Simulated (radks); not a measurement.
# Ionisation of Ti⁺: one atom, several choices of relativity

One table from this session's results is given with a row withheld; the runs are named, their logs left out.

Program: radks (a radial shooting solver on a logarithmic mesh, Libxc functionals) version 1. Level of theory: Kohn-Sham, LDA (Slater exchange, Perdew-Wang correlation), spin-unpolarised, spherical densities. These are calculated values, not measurements, unless marked.

### What is computed

* element: titanium (Z = 22)
* charge: +1
* electrons: 21
* configuration: [Ar] 3d2 4s1
* ion: Ti²⁺, [Ar] 3d2
* choices: non-relativistic; scalar-relativistic; Dirac, 2j+1 shares; Dirac, low j first; scalar-relativistic, finite nucleus; Dirac, 2j+1 shares, finite nucleus; Dirac, c × 1.5; Dirac, c × 100; Dirac, c × 2

The first run:

Settings of this run:

```text
Z 22
configuration [Ar] 3d2 4s1
relativity non-relativistic
functional lda,pw
spin unpolarised
nucleus point
```

Steps of the session up to this table: non-relativistic: Ti⁺.

One table of the session follows, with a row left open; its other results are not shown here.

It belongs to the step «non-relativistic: Ti⁺». Sizes of the orbitals, from the radial functions (bohr):

```
level      <r>  outermost maximum (interpolated)  90 % within  nodes
   1s  0.07031                            0.0462        0.125      0
   2s   0.3286                             0.272        0.510      1
   2p   0.2913                             0.220        0.479      0
   3s    1.016                             0.876         1.52      2
   3p    1.089                             0.903         1.68      1
   3d        ?                                 ?            ?      ?
   4s    3.178                              2.75         4.69      3
```

Q: Estimate the row for 3d from the others.

As computed: <r>: 1.507; outermost maximum (interpolated): 0.970; 90 % within: 2.63; nodes: 0. In the column «<r>» it lies between 3p (1.089) and 4s (3.178).

Limits of these values: Spin polarisation and multiplet splitting of open shells are left out at every level.
